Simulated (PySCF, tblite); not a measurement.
**C₄H₁₂B₂FN: geometry, infrared bands and NMR shifts**

What infrared bands and NMR shifts should C₄H₁₂B₂FN (`BN(BF)C(C)(C)C`) show?

Programs: tblite 0.8.0 and PySCF 2.14.0, with density-fitted response routines of our own. Each step states its level of theory. These are calculated values for one molecule in the gas phase, unless marked as measured. Atoms are numbered from 0 throughout.

### Step 1. The starting structure

20 atoms, charge 0, multiplicity 1; geometry from: force field or distance geometry start.

Bonds of the start (Å): B0–N1 1.52, N1–B2 1.49, B2–F3 1.45, N1–C4 1.43, C4–C5 1.51, C4–C6 1.50, C4–C7 1.51, B0–H8 1.19, B0–H9 1.19, B2–H10 1.19, C5–H11 1.11, C5–H12 1.13, C5–H13 1.10, C6–H14 1.11, C6–H15 1.13, C6–H16 1.11, C7–H17 1.13, C7–H18 1.12, C7–H19 1.11.

### Step 2. Relaxing the molecule with GFN2-xTB

Job settings and geometry (Å):

```
{"job": {"kind": "relax", "xc": "GFN2-xTB", "basis": "xTB"}, "charge": 0, "multiplicity": 1}
B      1.695000     0.392700     1.185700
N      0.980500    -0.256600     0.016400
B      1.658500    -0.041100    -1.298300
F      2.799700    -0.879900    -1.616100
C     -0.439700    -0.103500     0.029100
C     -0.815800     1.361000    -0.037800
C     -1.126600    -0.676200     1.235800
C     -0.962500    -0.879200    -1.161700
H      2.773300     0.858600     0.974000
H      1.581000    -0.132500     2.245600
H      1.679300     1.060100    -1.746200
H     -1.134100     1.671900    -1.054100
H      0.113600     1.923300     0.274200
H     -1.580600     1.591200     0.723500
H     -0.549800    -1.500200     1.710900
H     -2.104800    -1.131500     0.909500
H     -1.418700     0.103900     1.967000
H     -0.340700    -1.823800    -1.214600
H     -0.796400    -0.322300    -2.114900
H     -2.016200    -1.205300    -1.030900
```

Launch:

```
$ OMP_NUM_THREADS=1 python probes_run.py task.json out
```

One launch serves the whole session: the jobs run in the order shown.

Output:

```text
step      E/eV     max force
  0    -676.04770    3.274
  1    -676.70484    2.277
  2    -677.03228    2.683
  3    -677.18910    1.101
  4    -677.35691    0.703
  5    -677.39303    0.607
  6    -677.44093    0.675
  7    -677.48687    0.736
  8    -677.54000    0.769
  9    -677.59076    0.741
 10    -677.65397    0.680
 11    -677.72214    0.610
 12    -677.78166    0.528
 13    -677.82735    0.573
 14    -677.86969    0.749
 15    -677.90996    0.833
 16    -677.94921    0.705
 17    -677.98161    0.394
 18    -678.00142    0.300
 19    -678.01331    0.409
 20    -678.02520    0.318
 21    -678.03656    0.186
 22    -678.04407    0.217
 23    -678.05392    0.233
 24    -678.06370    0.240
 25    -678.07358    0.282
 26    -678.08276    0.236
 27    -678.09162    0.267
 28    -678.10033    0.272
 29    -678.10938    0.227
 30    -678.11803    0.261
 31    -678.12666    0.242
 32    -678.13515    0.304
 33    -678.14392    0.254
 34    -678.15151    0.261
 35    -678.15799    0.182
 36    -678.16165    0.146
 37    -678.16581    0.151
 38    -678.17100    0.167
 39    -678.17790    0.201
 40    -678.18510    0.202
 41    -678.19094    0.261
 42    -678.19479    0.240
 43    -678.19921    0.127
 44    -678.20220    0.120
 45    -678.20415    0.108
 46    -678.20696    0.168
 47    -678.20952    0.136
 48    -678.21219    0.147
 49    -678.21466    0.132
 50    -678.21761    0.121
 51    -678.22009    0.132
 52    -678.22189    0.094
 53    -678.22315    0.079
 54    -678.22428    0.069
 55    -678.22535    0.057
 56    -678.22611    0.058
 57    -678.22658    0.057
 58    -678.22706    0.055
 59    -678.22771    0.057
 60    -678.22855    0.069
 61    -678.22944    0.064
 62    -678.23038    0.063
 63    -678.23138    0.079
 64    -678.23271    0.077
 65    -678.23403    0.073
 66    -678.23505    0.062
 67    -678.23565    0.058
 68    -678.23618    0.055
 69    -678.23674    0.069
 70    -678.23745    0.067
 71    -678.23815    0.042
 72    -678.23860    0.044
 73    -678.23891    0.035
 74    -678.23918    0.034
 75    -678.23944    0.038
 76    -678.23974    0.038
 77    -678.24003    0.035
 78    -678.24022    0.033
 79    -678.24031    0.027
 80    -678.24038    0.025
 81    -678.24048    0.027
 82    -678.24060    0.035
 83    -678.24071    0.027
 84    -678.24080    0.018
 85    -678.24086    0.019
 86    -678.24094    0.024
 87    -678.24104    0.030
 88    -678.24115    0.025
 89    -678.24127    0.022
 90    -678.24140    0.026
 91    -678.24154    0.027
 92    -678.24168    0.025
 93    -678.24181    0.024
 94    -678.24194    0.026
 95    -678.24210    0.032
 96    -678.24231    0.036
 97    -678.24252    0.034
 98    -678.24269    0.027
 99    -678.24282    0.025
100    -678.24296    0.025
101    -678.24309    0.024
102    -678.24320    0.022
103    -678.24329    0.021
104    -678.24339    0.023
105    -678.24352    0.024
106    -678.24366    0.027
107    -678.24379    0.028
108    -678.24390    0.030
109    -678.24403    0.032
110    -678.24418    0.034
111    -678.24433    0.028
112    -678.24447    0.029
113    -678.24461    0.030
114    -678.24479    0.033
115    -678.24504    0.039
116    -678.24535    0.045
117    -678.24564    0.042
118    -678.24592    0.038
119    -678.24623    0.047
120    -678.24651    0.050
121    -678.24694    0.054
122    -678.24737    0.053
123    -678.24784    0.034
124    -678.24795    0.029
125    -678.24814    0.020
126    -678.24821    0.020
127    -678.24829    0.025
128    -678.24835    0.025
129    -678.24844    0.024
130    -678.24861    0.038
131    -678.24888    0.047
132    -678.24925    0.063
133    -678.24966    0.073
134    -678.25012    0.059
135    -678.25065    0.049
136    -678.25110    0.060
137    -678.25137    0.067
138    -678.25166    0.041
139    -678.25188    0.024
140    -678.25204    0.027
141    -678.25220    0.024
142    -678.25230    0.030
143    -678.25237    0.017
144    -678.25244    0.023
145    -678.25250    0.018
146    -678.25258    0.025
147    -678.25270    0.024
148    -678.25282    0.026
149    -678.25293    0.027
150    -678.25300    0.023
151    -678.25306    0.019
152    -678.25312    0.018
153    -678.25319    0.018
154    -678.25324    0.014
155    -678.25327    0.014
156    -678.25331    0.016
157    -678.25335    0.018
158    -678.25339    0.015
159    -678.25343    0.017
160    -678.25347    0.013
161    -678.25351    0.012
162    -678.25354    0.010
163    -678.25356    0.007
```

It took 3.1 s on 1 thread of Intel Xeon at 2.50GHz, shared host; peak memory 0.18 GiB.

The steps of the relaxation: (not every step is listed)

```tsv
step	energy from step 0 (eV)	largest force (eV/Å)
0	0.0000	3.2739
1	-0.6571	2.2769
2	-0.9846	2.6831
3	-1.1414	1.1013
4	-1.3092	0.7030
5	-1.3453	0.6067
6	-1.3932	0.6752
7	-1.4392	0.7363
8	-1.4923	0.7689
23	-2.0062	0.2335
38	-2.1233	0.1673
53	-2.1755	0.0789
68	-2.1885	0.0555
83	-2.1930	0.0270
98	-2.1950	0.0270
113	-2.1969	0.0299
128	-2.2006	0.0248
143	-2.2047	0.0173
158	-2.2057	0.0149
159	-2.2057	0.0167
160	-2.2058	0.0127
161	-2.2058	0.0121
162	-2.2058	0.0099
163	-2.2059	0.0066
```

Distances of close pairs at the start and the end, largest changes first:

```tsv
bond	before (Å)	after (Å)	change (Å)
B2–F3	1.452	1.325	-0.127
B0–N1	1.516	1.417	-0.099
N1–B2	1.495	1.424	-0.071
N1–C4	1.428	1.485	+0.057
C7–H17	1.132	1.088	-0.044
C5–H12	1.130	1.088	-0.043
C6–H15	1.127	1.088	-0.040
C7–H18	1.116	1.085	-0.031
```

The final coordinates are the input of the step that follows.

### Step 3. Vibrational analysis with GFN2-xTB

Job settings and geometry (Å):

```
{"job": {"kind": "ir", "xc": "GFN2-xTB", "basis": "xTB"}, "charge": 0, "multiplicity": 1}
B      1.859154    -0.337867     1.133240
N      1.057085     0.017934     0.020715
B      1.699355     0.439745    -1.177879
F      3.021303     0.499438    -1.237419
C     -0.427730    -0.018775     0.025216
C     -0.968025     1.391067    -0.251752
C     -1.007971    -0.482851     1.364064
C     -0.912311    -0.996461    -1.054864
H      3.019499    -0.277880     1.017482
H      1.408430    -0.685391     2.151045
H      1.152115     0.757084    -2.165676
H     -0.670375     1.742339    -1.234278
H     -0.586465     2.087161     0.491790
H     -2.054017     1.388934    -0.201358
H     -0.677672    -1.488534     1.605696
H     -2.093195    -0.487068     1.293808
H     -0.721465     0.187524     2.168754
H     -0.489104    -1.982685    -0.878265
H     -0.617288    -0.670192    -2.046889
H     -1.996472    -1.072841    -1.026467
```

Output:

```text
mode    cm-1     km/mol
  1      38.2      0.05
  2     115.3      2.10
  3     150.0      0.02
  4     210.6      0.00
  5     234.1      0.94
  6     255.7      0.07
  7     304.5      2.02
  8     324.2      0.82
  9     351.7      3.35
 10     354.7      0.27
 11     374.2      0.00
 12     401.7      0.07
 13     471.6      0.53
 14     519.1      0.25
 15     524.1      7.29
 16     748.3      2.81
 17     776.0    124.93
 18     854.3    126.94
 19     881.1      1.41
 20     930.1      6.58
 21     951.3      0.14
 22     952.1      1.99
 23     960.0      0.27
 24    1030.0      2.13
 25    1036.3      0.52
 26    1081.5      5.68
 27    1111.5     30.06
 28    1190.1      1.66
 29    1228.3     28.60
 30    1236.5     31.29
 31    1250.9      2.96
 32    1318.2    538.59
 33    1332.8    351.92
 34    1399.9      5.92
 35    1400.9      9.95
 36    1424.2      3.85
 37    1480.4      0.03
 38    1489.9      0.00
 39    1494.2      2.40
 40    1496.5      0.64
 41    1503.1      3.04
 42    1513.8      7.63
 43    2612.2    145.91
 44    2666.1    119.66
 45    2688.4    140.11
 46    3032.9      2.34
 47    3034.0     17.76
 48    3036.9     12.60
 49    3037.2     11.45
 50    3043.4     93.41
 51    3055.0     42.93
 52    3056.2     17.16
 53    3065.4      2.89
 54    3069.8     47.41
```

It took 1.9 s on 1 thread of Intel Xeon at 2.50GHz, shared host; peak memory 0.18 GiB.

Which atoms move in the most intense modes:

```tsv
cm⁻¹	km/mol	atoms
776	124.9	H10 58 %, B2 32 %
854	126.9	H8 36 %, H9 36 %, B0 26 %
1318	538.6	B2 53 %, N1 20 %
1333	351.9	N1 38 %, B0 29 %
2612	145.9	H10 92 %
2666	119.7	H8 66 %, H9 29 %
2688	140.1	H9 63 %, H8 26 %, B0 11 %
3043	93.4	H13 36 %, H19 32 %, H15 22 %
```

### Step 4. NMR shieldings: PBE0/pcSseg-1

Settings changed since step 3:

```diff
@@ -1,2 +1,2 @@
-{"job": {"kind": "ir", "xc": "GFN2-xTB", "basis": "xTB"}, "charge": 0, "multiplicity": 1}
+{"job": {"kind": "nmr", "xc": "PBE0", "basis": "pcSseg-1"}, "charge": 0, "multiplicity": 1}
 B      1.859154    -0.337867     1.133240
```

Method: GIAO PBE0/pcSseg-1 NMR shielding, non-relativistic, gas phase.

Output:

```text
coarse grid: 16104 points
cycle   1  E = -363.4625087484  dE =  6.913e-01  |g| = 5.914e-01  |ddm| = 3.662e+00
cycle   2  E = -363.4335180685  dE =  2.899e-02  |g| = 7.621e-01  |ddm| = 9.743e-01
cycle   3  E = -363.5351822999  dE = -1.017e-01  |g| = 7.903e-02  |ddm| = 5.487e-01
cycle   4  E = -363.5361442336  dE = -9.619e-04  |g| = 3.042e-02  |ddm| = 6.888e-02
cycle   5  E = -363.5363157635  dE = -1.715e-04  |g| = 7.845e-03  |ddm| = 2.591e-02
cycle   6  E = -363.5363278261  dE = -1.206e-05  |g| = 2.858e-03  |ddm| = 6.872e-03
cycle   7  E = -363.5363294940  dE = -1.668e-06  |g| = 4.687e-04  |ddm| = 2.401e-03
final grid: 154312 points
cycle   8  E = -363.5873194291  dE = -1.035e-04  |g| = 9.592e-03  |ddm| = 5.551e-02
cycle   9  E = -363.5873102296  dE =  9.199e-06  |g| = 1.141e-02  |ddm| = 1.870e-02
cycle  10  E = -363.5873423608  dE = -3.213e-05  |g| = 1.493e-03  |ddm| = 1.037e-02
cycle  11  E = -363.5873428042  dE = -4.434e-07  |g| = 4.729e-04  |ddm| = 1.387e-03
cycle  12  E = -363.5873428460  dE = -4.176e-08  |g| = 1.228e-04  |ddm| = 3.760e-04
cycle  13  E = -363.5873428489  dE = -2.982e-09  |g| = 3.725e-05  |ddm| = 1.153e-04
cycle  14  E = -363.5873428492  dE = -2.358e-10  |g| = 7.626e-06  |ddm| = 2.756e-05
converged SCF energy = -363.5873428492

GIAO shielding tensors (ppm)
atom      isotropic    diamagn.    paramagn.     s11        s22        s33       span
  0 B       55.040     195.670    -140.630     10.549     25.852    128.720    118.171
  1 N       56.493     325.634    -269.141    -81.104     32.152    218.432    299.537
  2 B       68.291     194.943    -126.651     41.750     72.854     90.271     48.521
  3 F      238.722     464.373    -225.650     65.536    200.495    450.136    384.600
  4 C      130.935     240.603    -109.668    117.550    120.403    154.851     37.301
  5 C      151.700     248.351     -96.651    132.589    139.292    183.218     50.629
  6 C      151.445     249.175     -97.730    140.314    140.961    173.061     32.746
  7 C      151.715     248.334     -96.619    132.510    139.352    183.284     50.774
  8 H       25.884      31.384      -5.500     24.089     25.085     28.478      4.389
  9 H       26.194      31.663      -5.468     22.050     25.784     30.749      8.699
 10 H       26.544      31.631      -5.087     23.440     26.295     29.898      6.458
 11 H       29.836      31.739      -1.903     25.803     28.635     35.069      9.266
 12 H       30.520      31.328      -0.808     27.393     28.149     36.018      8.625
 13 H       30.493      31.429      -0.936     26.668     28.348     36.463      9.795
 14 H       30.227      31.894      -1.666     27.056     27.416     36.210      9.154
 15 H       30.524      31.609      -1.085     27.043     29.029     35.501      8.458
 16 H       30.225      31.892      -1.667     27.058     27.404     36.211      9.153
 17 H       30.523      31.320      -0.798     27.392     28.151     36.025      8.632
 18 H       29.831      31.724      -1.894     25.809     28.610     35.073      9.264
 19 H       30.494      31.429      -0.935     26.661     28.360     36.461      9.800
```

Run time: 84 s. Hardware: 1 thread of Intel Xeon at 2.50GHz, shared host; peak memory 0.87 GiB.

The references, computed at this level on geometries of the same kind, shield at (ppm): ¹H TMS 31.72, ¹³C TMS 186.9, ¹⁹F CFCl3 170.9, ¹⁵N NH3 267.7, ¹¹B BF3·OEt2 100.1. Their shielding less the atom's gives the shift. The references are single molecules in the gas phase, so shifts against H2O, NH3, PH3, H3PO4 or CFCl3 are not on the usual liquid scales and can be off by tens of ppm. Atoms listed in one row are averaged.

```tsv
atoms	environment	σ (ppm)	δ (ppm)	δ scaled to CDCl3
C4	fully substituted sp3 carbon bonded to N	130.9	56.0	52.7
C5, C6, C7	methyl carbon	151.6	35.3	32.5
H8, H9	hydrogen on a boron bonded to N	26.04	5.68	–
H10	hydrogen on a boron bonded to F, N	26.54	5.17	–
H11, H12, H13, H14, H15 and 4 more	hydrogen on a methyl carbon	30.30	1.42	1.44
B0	boron bonded to N, 2 H	55.0	45.0	–
B2	boron bonded to F, N, H	68.3	31.8	–
N1	nitrogen bonded to C, 2 B	56.5	211.2	–
F3	fluorine bonded to B	238.7	-67.8	–
```

The scaled column applies a straight-line fit of computed shieldings to shifts measured in CDCl3, and one for carbons that bear F (root-mean-square error 0.16 ppm for H, 1.9 ppm for C).

Charges from the same density, by scheme (e):

```tsv
atoms	Mulliken	IAO	Hirshfeld	ESP fit
B0	0.13	0.01	0.12	0.07
N1	-0.59	-0.31	-0.15	-0.09
B2	0.55	0.42	0.24	0.36
F3	-0.29	-0.31	-0.13	-0.26
C4	-0.33	0.16	0.08	0.62
C5, C6, C7	-0.16	-0.42	-0.12	-0.57
```

Mayer bond orders: B0–N1 1.21, N1–B2 1.09, B2–F3 1.13, N1–C4 0.82, C4–C5 1.02, C4–C6 1.05, C4–C7 1.02.

### Step 5. Results

| quantity | value |
| --- | --- |
| strongest single infrared mode (GFN2-xTB) | 1318 cm⁻¹, 539 km/mol |
| zero-point energy (GFN2-xTB) | 103.1 kcal/mol |
| ¹³C shifts against TMS (PBE0/pcSseg-1, means over atoms taken as alike) | 56.0, 35.3 ppm |
| ¹H shifts against TMS (PBE0/pcSseg-1, means over atoms taken as alike) | 5.68, 5.17, 1.42 ppm |
| ¹¹B shifts against BF3·OEt2 (PBE0/pcSseg-1) | 45.0, 31.8 ppm |
| ¹⁵N shifts against NH3 (PBE0/pcSseg-1) | 211.2 ppm |
| ¹⁹F shifts against CFCl3 (PBE0/pcSseg-1) | -67.8 ppm |

**Reading.** Relaxing lowered the energy by 2.206 eV in 163 steps; the close pair that moved most is B2–F3, from 1.452 to 1.325 Å. All 54 modes are real, so the xTB geometry is a minimum. The strongest single mode, at 1318 cm⁻¹, moves mainly B2. GFN2-xTB is a fitted tight-binding method: band positions and strengths are rough. Its intensities can rank the bands wrongly. The most deshielded carbon is C4 (fully substituted sp3 carbon bonded to N), at 56.0 ppm: deshielded by the electronegative neighbour. At PBE0/pcSseg-1: The widest tensor belongs to F3: span 385 ppm, with a paramagnetic part of -226 ppm.
